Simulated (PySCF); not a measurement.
# C5H10SSi: runs on many settings

Aim: see how C5H10SSi (`CS[SiH]1CC=CC1`) answers to the choice of functional, basis, grid and SCF options.

Computed with PySCF 2.14.0, with density-fitted response routines of our own, on a single molecule in the gas phase. Atoms count from 0, in the outputs and in this text.

## 1. Starting geometry

17 atoms, charge 0, multiplicity 1; geometry from: GFN2-xTB.

Bonds of the start (Å): C0–S1 1.82, S1–Si2 2.15, Si2–C3 1.91, C3–C4 1.50, C4–C5 1.32, C5–C6 1.50, C6–Si2 1.90, C0–H7 1.09, C0–H8 1.08, C0–H9 1.08, Si2–H10 1.47, C3–H11 1.09, C3–H12 1.09, C4–H13 1.08, C5–H14 1.08, C6–H15 1.09, C6–H16 1.09.

## 2. Shielding tensors: PBE0/pcSseg-1

The job: settings as JSON, then the geometry in Å.

```
{"job": {"kind": "nmr", "xc": "PBE0", "basis": "pcSseg-1"}, "charge": 0, "multiplicity": 1}
C      3.077045     0.284751     0.275561
S      1.747087    -0.583019     1.164802
Si     0.257831    -0.587514    -0.386143
C     -0.542403     1.108136    -0.741648
C     -2.003269     0.852580    -0.508786
C     -2.388471    -0.330122    -0.063821
C     -1.360477    -1.388178     0.197399
H      3.378184    -0.302807    -0.585661
H      2.730927     1.264944    -0.035178
H      3.907303     0.384931     0.966163
H      0.858113    -1.199205    -1.576703
H     -0.382370     1.465504    -1.760015
H     -0.198870     1.903615    -0.076012
H     -2.699027     1.655435    -0.705458
H     -3.424798    -0.565912     0.130300
H     -1.356477    -1.654753     1.255183
H     -1.607326    -2.296357    -0.351551
```

Level: GIAO PBE0/pcSseg-1 NMR shielding, non-relativistic, gas phase.

On the command line:

```sh
$ OMP_NUM_THREADS=1 python probes_run.py task.json out
```

The driver reads the jobs from task.json and runs them one after another.

The program printed:

```text
coarse grid: 14880 points
cycle   1  E = -883.5993185107  dE =  7.406e-01  |g| = 4.384e-01  |ddm| = 3.748e+00
cycle   2  E = -883.5904545772  dE =  8.864e-03  |g| = 4.833e-01  |ddm| = 9.188e-01
cycle   3  E = -883.6522963151  dE = -6.184e-02  |g| = 4.188e-02  |ddm| = 5.054e-01
cycle   4  E = -883.6526979005  dE = -4.016e-04  |g| = 1.767e-02  |ddm| = 7.182e-02
cycle   5  E = -883.6527729119  dE = -7.501e-05  |g| = 4.809e-03  |ddm| = 2.770e-02
cycle   6  E = -883.6527786928  dE = -5.781e-06  |g| = 1.286e-03  |ddm| = 7.719e-03
final grid: 133432 points
cycle   7  E = -883.6968478117  dE = -2.733e-05  |g| = 9.362e-03  |ddm| = 2.975e-02
cycle   8  E = -883.6968341165  dE =  1.370e-05  |g| = 1.179e-02  |ddm| = 1.848e-02
cycle   9  E = -883.6968701980  dE = -3.608e-05  |g| = 6.780e-04  |ddm| = 1.093e-02
cycle  10  E = -883.6968702906  dE = -9.270e-08  |g| = 3.566e-04  |ddm| = 9.834e-04
cycle  11  E = -883.6968703232  dE = -3.259e-08  |g| = 6.456e-05  |ddm| = 3.378e-04
cycle  12  E = -883.6968703242  dE = -9.222e-10  |g| = 2.501e-05  |ddm| = 8.420e-05
converged SCF energy = -883.6968703242

GIAO shielding tensors (ppm)
atom      isotropic    diamagn.    paramagn.     s11        s22        s33       span
  0 C      172.808     251.148     -78.339    162.665    164.968    190.791     28.126
  1 S      688.012    1059.309    -371.297    616.854    631.666    815.515    198.660
  2 Si     332.164     880.085    -547.920    277.441    346.381    372.670     95.229
  3 C      163.041     254.389     -91.348    148.363    161.122    179.639     31.276
  4 C       48.989     254.831    -205.841    -60.548     66.195    141.321    201.869
  5 C       49.491     255.161    -205.670    -59.222     65.775    141.922    201.144
  6 C      167.599     254.183     -86.583    154.419    159.213    189.166     34.747
  7 H       29.642      29.454       0.188     24.218     27.385     37.323     13.104
  8 H       29.746      30.929      -1.183     23.423     28.907     36.909     13.486
  9 H       29.566      28.413       1.153     23.715     26.548     38.435     14.720
 10 H       26.546      29.757      -3.211     22.995     24.774     31.869      8.875
 11 H       29.910      31.117      -1.207     25.386     28.071     36.273     10.887
 12 H       30.028      32.068      -2.040     25.372     28.945     35.765     10.393
 13 H       25.578      29.958      -4.381     23.106     26.350     27.278      4.171
 14 H       25.631      29.717      -4.087     23.173     26.323     27.397      4.224
 15 H       29.994      31.264      -1.270     25.264     28.680     36.038     10.774
 16 H       29.865      30.121      -0.256     25.110     27.558     36.928     11.817
```

It took 48 s on 1 thread of Arm Neoverse N1, shared host; peak memory 0.88 GiB.

The references, computed at this level on geometries of the same kind, shield at (ppm): 1H TMS 31.72, 13C TMS 186.9, 29Si TMS 349.2, 33S CS2 504. Their shielding less the atom's gives the shift. The references are single molecules in the gas phase. Atoms listed in one row are averaged.

```tsv
atoms	environment	σ (ppm)	δ (ppm)	δ scaled to CDCl3
C4, C5	alkene CH	49.2	137.7	132.5
C3, C6	allylic sp3 CH2 bonded to Si	165.3	21.6	19.2
C0	methyl carbon bonded to S	172.8	14.1	7.5
H13, H14	hydrogen on an alkene CH	25.60	6.11	5.87
H10	hydrogen on a silicon bonded to 2 C, S, in a 5-membered ring	26.55	5.17	–
H7, H8, H9	hydrogen on a methyl carbon bonded to S	29.65	2.07	2.05
H11, H16	hydrogen on an allylic sp3 CH2 bonded to Si	29.89	1.83	1.83
H12, H15	hydrogen on an allylic sp3 CH2 bonded to Si	30.01	1.71	1.71
S1	sulfur bonded to C, Si	688	-184	–
Si2	silicon bonded to 2 C, S, H, in a 5-membered ring	332.2	17.0	–
```

The scaled column applies a straight-line fit of computed shieldings to shifts measured in CDCl3, with any fitted terms for Cl, Br or S neighbours (root-mean-square error 0.16 ppm for H, 1.9 ppm for C).

Charges from the same density, by scheme (e):

```tsv
atoms	Mulliken	IAO	Hirshfeld	ESP fit
C0	-0.40	-0.50	-0.12	-0.33
S1	-0.31	-0.18	-0.11	-0.28
Si2	0.82	0.82	0.34	0.31
C3, C6	-0.51	-0.56	-0.16	-0.09
C4, C5	-0.16	-0.15	-0.05	-0.19
```

Mayer bond orders: C0–S1 1.00, S1–Si2 1.01, Si2–C3 0.88, C3–C4 1.05, C4–C5 1.91, C5–C6 1.04, C6–Si2 0.91.

Ring of atoms Si2, C3, C4, C5, C6: NICS(0) -1.7, NICS(1) -2.7, NICS(1)zz -1.4 ppm (means of both faces).

## 3. Ultraviolet spectrum: PBE0/def2-SVPD

Settings changed since step 2:

```diff
@@ -1,2 +1,2 @@
-{"job": {"kind": "nmr", "xc": "PBE0", "basis": "pcSseg-1"}, "charge": 0, "multiplicity": 1}
+{"job": {"kind": "uv", "xc": "PBE0", "basis": "def2-SVPD", "nstates": 6, "ntriplets": 2}, "charge": 0, "multiplicity": 1}
 C      3.077045     0.284751     0.275561
```

With the program's defaults for keys left out, this is: TDDFT PBE0/def2-SVPD, vertical, gas phase, core orbitals frozen in the response.

The program printed:

```text
coarse grid: 14880 points
cycle   1  E = -883.2601739075  dE =  6.835e-01  |g| = 4.174e-01  |ddm| = 6.558e+00
cycle   2  E = -883.2499757760  dE =  1.020e-02  |g| = 4.650e-01  |ddm| = 1.652e+00
cycle   3  E = -883.3099543878  dE = -5.998e-02  |g| = 4.402e-02  |ddm| = 9.841e-01
cycle   4  E = -883.3104312181  dE = -4.768e-04  |g| = 1.786e-02  |ddm| = 1.938e-01
cycle   5  E = -883.3105183522  dE = -8.713e-05  |g| = 5.047e-03  |ddm| = 4.644e-02
cycle   6  E = -883.3105260014  dE = -7.649e-06  |g| = 1.117e-03  |ddm| = 1.562e-02
final grid: 133432 points
cycle   7  E = -883.4117075153  dE = -2.808e-05  |g| = 9.388e-03  |ddm| = 1.367e-01
cycle   8  E = -883.4116921111  dE =  1.540e-05  |g| = 1.193e-02  |ddm| = 3.928e-02
cycle   9  E = -883.4117313726  dE = -3.926e-05  |g| = 5.737e-04  |ddm| = 2.205e-02
cycle  10  E = -883.4117314545  dE = -8.189e-08  |g| = 2.733e-04  |ddm| = 1.886e-03
cycle  11  E = -883.4117314742  dE = -1.970e-08  |g| = 7.425e-05  |ddm| = 7.092e-04
cycle  12  E = -883.4117314755  dE = -1.314e-09  |g| = 2.502e-05  |ddm| = 1.774e-04
cycle  13  E = -883.4117314757  dE = -1.651e-10  |g| = 4.946e-06  |ddm| = 7.229e-05
converged SCF energy = -883.4117314757

Static polarisability (au): isotropic 103.080, principal 83.156 101.927 124.158

Singlet excitations
state   eV       nm        f      main configurations
  1   5.4329    228.2   0.00321   H->L 0.96
  2   6.1864    200.4   0.02006   H->L+3 0.88, H->L+2 0.08
  3   6.2310    199.0   0.00124   H->L+1 0.96
  4   6.3324    195.8   0.00322   H-1->L 0.87, H-1->L+2 0.08
  5   6.4349    192.7   0.01113   H->L+2 0.85, H->L+3 0.08
  6   6.7421    183.9   0.00192   H-1->L+2 0.79

Triplet excitations (Tamm-Dancoff, eV): 4.4327 5.0846
```

It took 77 s on 1 thread of Arm Neoverse N1, shared host; peak memory 0.97 GiB.

The orbitals next to the gap, with their largest atomic shares:

```tsv
orbital	eV	atoms
HOMO−3	-8.55	C6 27 %, Si2 21 %, S1 16 %
HOMO−2	-8.33	S1 45 %, Si2 16 %, C3 13 %
HOMO−1	-7.16	C5 33 %, C4 33 %, C3 8 %
HOMO	-6.70	S1 69 %, C0 10 %, Si2 8 %
LUMO	0.16	S1 38 %, Si2 15 %, C0 13 %
LUMO+1	0.49	C5 30 %, C4 29 %, C3 7 %
LUMO+2	0.69	Si2 18 %, S1 9 %, C4 9 %
```

With each of the 6 states as a Gaussian band of 0.4 eV half-width at 1/e, the curve within the window shown has maxima at 197 nm (ε 1,400) L/(mol cm). Beyond the last state computed it falls off for lack of states. The curve at chosen wavelengths:

| nm | ε (L/mol/cm) |
| --- | --- |
| 176 | 104 |
| 179 | 208 |
| 182 | 372 |
| 186 | 677 |
| 189 | 936 |
| 192 | 1168 |
| 195 | 1319 |
| 198 | 1354 |
| 202 | 1221 |
| 205 | 1028 |
| 208 | 808 |
| 211 | 602 |
| 214 | 436 |
| 218 | 288 |
| 221 | 224 |
| 224 | 186 |
| 227 | 163 |
| 230 | 145 |
| 234 | 122 |
| 237 | 103 |
| 240 | 84 |
| 243 | 66 |
| 246 | 49 |
| 250 | 32 |
| 253 | 22 |
| 256 | 15 |

Ground-state properties from the same run:

```tsv
property	computed
dipole moment (D)	1.42
polarisability (Å³)	15.27
HOMO–LUMO gap (eV)	6.87
−ε(HOMO) (eV)	6.70
```

## 4. NMR shieldings: B3LYP/6-31G*

Settings changed since step 3:

```diff
@@ -1,2 +1,2 @@
-{"job": {"kind": "uv", "xc": "PBE0", "basis": "def2-SVPD", "nstates": 6, "ntriplets": 2}, "charge": 0, "multiplicity": 1}
+{"job": {"kind": "nmr", "xc": "B3LYP", "basis": "6-31G*", "pop": false, "scf": {"level_shift": 0.9, "max_cycle": 75}}, "charge": 0, "multiplicity": 1}
 C      3.077045     0.284751     0.275561
```

Method: GIAO B3LYP/6-31G* NMR shielding, non-relativistic, gas phase.

The program printed:

```text
final grid: 133432 points
cycle   1  E = -884.0990798105  dE =  7.872e-01  |g| = 6.154e-01  |ddm| = 3.643e+00
cycle   2  E = -884.2200728227  dE = -1.210e-01  |g| = 2.008e-01  |ddm| = 6.158e-01
cycle   3  E = -884.2350522372  dE = -1.498e-02  |g| = 9.950e-02  |ddm| = 2.630e-01
cycle   4  E = -884.2394555353  dE = -4.403e-03  |g| = 5.657e-02  |ddm| = 1.445e-01
cycle   5  E = -884.2410239745  dE = -1.568e-03  |g| = 3.306e-02  |ddm| = 9.416e-02
cycle   6  E = -884.2415900338  dE = -5.661e-04  |g| = 2.046e-02  |ddm| = 5.778e-02
cycle   7  E = -884.2418112217  dE = -2.212e-04  |g| = 1.340e-02  |ddm| = 3.684e-02
cycle   8  E = -884.2419051399  dE = -9.392e-05  |g| = 8.991e-03  |ddm| = 2.399e-02
cycle   9  E = -884.2419469444  dE = -4.180e-05  |g| = 6.110e-03  |ddm| = 1.585e-02
cycle  10  E = -884.2419661947  dE = -1.925e-05  |g| = 4.153e-03  |ddm| = 1.067e-02
cycle  11  E = -884.2419750150  dE = -8.820e-06  |g| = 2.895e-03  |ddm| = 7.180e-03
cycle  12  E = -884.2419791712  dE = -4.156e-06  |g| = 2.071e-03  |ddm| = 4.888e-03
cycle  13  E = -884.2419812687  dE = -2.098e-06  |g| = 1.461e-03  |ddm| = 3.429e-03
cycle  14  E = -884.2419823068  dE = -1.038e-06  |g| = 1.028e-03  |ddm| = 2.386e-03
cycle  15  E = -884.2419828192  dE = -5.124e-07  |g| = 7.416e-04  |ddm| = 1.681e-03
cycle  16  E = -884.2419830818  dE = -2.627e-07  |g| = 5.353e-04  |ddm| = 1.195e-03
cycle  17  E = -884.2419832182  dE = -1.364e-07  |g| = 3.852e-04  |ddm| = 8.570e-04
cycle  18  E = -884.2419832889  dE = -7.071e-08  |g| = 2.799e-04  |ddm| = 6.179e-04
cycle  19  E = -884.2419833261  dE = -3.720e-08  |g| = 2.035e-04  |ddm| = 4.468e-04
cycle  20  E = -884.2419833459  dE = -1.975e-08  |g| = 1.487e-04  |ddm| = 3.260e-04
cycle  21  E = -884.2419833565  dE = -1.059e-08  |g| = 1.090e-04  |ddm| = 2.394e-04
cycle  22  E = -884.2419833622  dE = -5.709e-09  |g| = 7.986e-05  |ddm| = 1.759e-04
cycle  23  E = -884.2419833653  dE = -3.090e-09  |g| = 5.904e-05  |ddm| = 1.298e-04
cycle  24  E = -884.2419833670  dE = -1.698e-09  |g| = 4.359e-05  |ddm| = 9.604e-05
cycle  25  E = -884.2419833679  dE = -9.322e-10  |g| = 3.218e-05  |ddm| = 7.160e-05
cycle  26  E = -884.2419833684  dE = -5.214e-10  |g| = 2.385e-05  |ddm| = 5.340e-05
level shift removed, Fock matrix diagonalised once more
converged SCF energy = -884.2419833684

GIAO shielding tensors (ppm)
atom      isotropic    diamagn.    paramagn.     s11        s22        s33       span
  0 C      178.826     251.269     -72.444    169.845    171.202    195.430     25.585
  1 S      698.230    1058.435    -360.205    625.932    639.985    828.773    202.841
  2 Si     381.258     884.089    -502.831    328.769    394.558    420.449     91.680
  3 C      169.734     252.127     -82.393    157.610    167.438    184.154     26.545
  4 C       68.398     251.692    -183.294    -25.842     81.233    149.803    175.645
  5 C       68.885     251.433    -182.548    -24.759     80.969    150.446    175.206
  6 C      173.846     251.473     -77.627    162.148    167.378    192.012     29.864
  7 H       30.444      30.300       0.144     25.199     28.449     37.684     12.485
  8 H       30.584      31.510      -0.926     24.488     29.905     37.360     12.871
  9 H       30.515      29.757       0.757     25.004     27.636     38.903     13.898
 10 H       27.244      31.629      -4.385     23.871     25.388     32.473      8.603
 11 H       30.772      30.984      -0.212     26.339     29.324     36.652     10.314
 12 H       30.934      32.012      -1.079     26.379     30.169     36.253      9.874
 13 H       26.618      27.971      -1.353     24.263     27.425     28.166      3.903
 14 H       26.657      27.652      -0.994     24.320     27.408     28.245      3.925
 15 H       30.945      31.020      -0.076     26.337     29.901     36.596     10.259
 16 H       30.761      29.878       0.883     26.086     28.895     37.301     11.215
```

Run time: 50 s. Hardware: 1 thread of Arm Neoverse N1, shared host; peak memory 0.74 GiB.

Despite a large level shift, the SCF converged in 26 cycles.

This run: σ C4 68.6, C3 171.8, C0 178.8, S1 698, H13 26.64, H10 27.24 ppm (means over like atoms).

## 5. Ultraviolet spectrum: WP04/def2-SVPD

The job: settings as JSON, then the geometry in Å.

```
{"job": {"kind": "uv", "xc": "WP04", "basis": "def2-SVPD", "nstates": 25, "ntriplets": 5, "tda": false, "scf": {"max_cycle": 59}}, "charge": 0, "multiplicity": 1}
C      2.769340     0.256276     0.248005
S      1.572378    -0.524717     1.048322
Si     0.232048    -0.528763    -0.347529
C     -0.488163     0.997322    -0.667483
C     -1.802942     0.767322    -0.457907
C     -2.149624    -0.297110    -0.057439
C     -1.224429    -1.249360     0.177659
H      3.040366    -0.272526    -0.527095
H      2.457834     1.138450    -0.031660
H      3.516573     0.346438     0.869547
H      0.772302    -1.079285    -1.419033
H     -0.344133     1.318954    -1.584014
H     -0.178983     1.713254    -0.068411
H     -2.429124     1.489892    -0.634912
H     -3.082318    -0.509321     0.117270
H     -1.220829    -1.489278     1.129665
H     -1.446593    -2.066721    -0.316396
```

Method: TDDFT WP04/def2-SVPD, vertical, gas phase, core orbitals frozen in the response.

The program printed:

```text
final grid: 133432 points
cycle   1  E = -895.7117095365  dE =  2.543e+00  |g| = 9.396e-01  |ddm| = 2.460e+01
cycle   2  E = -895.6060043069  dE =  1.057e-01  |g| = 1.138e+00  |ddm| = 1.093e+01
cycle   3  E = -895.9389571130  dE = -3.330e-01  |g| = 1.171e-01  |ddm| = 5.600e+00
cycle   4  E = -895.9422689688  dE = -3.312e-03  |g| = 3.597e-02  |ddm| = 1.111e+00
cycle   5  E = -895.9425834212  dE = -3.145e-04  |g| = 1.243e-02  |ddm| = 1.676e-01
cycle   6  E = -895.9426242213  dE = -4.080e-05  |g| = 3.502e-03  |ddm| = 5.189e-02
cycle   7  E = -895.9426272826  dE = -3.061e-06  |g| = 8.291e-04  |ddm| = 1.255e-02
cycle   8  E = -895.9426274372  dE = -1.546e-07  |g| = 3.378e-04  |ddm| = 3.493e-03
cycle   9  E = -895.9426274679  dE = -3.067e-08  |g| = 6.207e-05  |ddm| = 1.455e-03
cycle  10  E = -895.9426274688  dE = -9.829e-10  |g| = 1.239e-05  |ddm| = 3.350e-04
converged SCF energy = -895.9426274688

Static polarisability (au): isotropic 78.279, principal 64.673 77.789 92.375

Singlet excitations
state   eV       nm        f      main configurations
  1   6.2493    198.4   0.00347   H->L 0.99
  2   6.6865    185.4   0.00192   H->L+1 0.98
  3   6.8458    181.1   0.01457   H->L+2 0.95
  4   7.1251    174.0   0.00253   H-1->L 0.88
  5   7.1963    172.3   0.01247   H->L+3 0.92
  6   7.3732    168.2   0.04238   H->L+4 0.98
  7   7.4631    166.1   0.00181   H-1->L+2 0.85
  8   7.6726    161.6   0.02572   H->L+5 0.91
  9   7.8732    157.5   0.04145   H-1->L+1 0.43, H-1->L+3 0.31, H->L+6 0.10
 10   7.8835    157.3   0.01037   H->L+6 0.71, H->L+7 0.10
 11   7.9398    156.2   0.00589   H->L+7 0.76, H->L+6 0.11
 12   8.0385    154.2   0.03958   H-1->L+3 0.54, H-1->L+1 0.19, H-1->L+5 0.08
 13   8.1287    152.5   0.05540   H-2->L 0.67
 14   8.1567    152.0   0.01883   H-1->L+4 0.87
 15   8.2819    149.7   0.02294   H->L+8 0.72, H->L+9 0.10
 16   8.3304    148.8   0.00397   H-2->L+1 0.63, H-3->L+1 0.15, H-3->L 0.10
 17   8.3784    148.0   0.01842   H->L+9 0.73, H->L+8 0.13
 18   8.4397    146.9   0.01633   H-1->L+5 0.42, H-3->L 0.22, H-1->L+6 0.19
 19   8.4554    146.6   0.01210   H-1->L+6 0.30, H-3->L 0.27, H-2->L+1 0.17
 20   8.5534    145.0   0.01909   H-3->L+1 0.61, H-3->L 0.17, H-2->L+2 0.12
 21   8.5703    144.7   0.01684   H-1->L+7 0.57, H-2->L+2 0.16, H-3->L 0.10
 22   8.5759    144.6   0.01261   H->L+10 0.83
 23   8.5857    144.4   0.00242   H-2->L+2 0.53, H-1->L+7 0.21
 24   8.7006    142.5   0.04555   H-1->L+6 0.39, H-1->L+5 0.22, H-1->L+7 0.11
 25   8.7627    141.5   0.08555   H->L+11 0.64, H-3->L+2 0.11

Triplet excitations (Tamm-Dancoff, eV): 5.8085 6.0109 6.5969 6.7519 6.9693
```

Run time: 2.1 min. Hardware: 1 thread of Arm Neoverse N1, shared host; peak memory 1 GiB.

All coordinates were scaled by 0.9, so these values belong to a distorted geometry and are kept out of the summary. Its HOMO lies at -7.65 eV, against -6.70 eV in step 3 (PBE0/def2-SVPD), a different level, so the two don't compare directly.

[end of part 1 of 2]
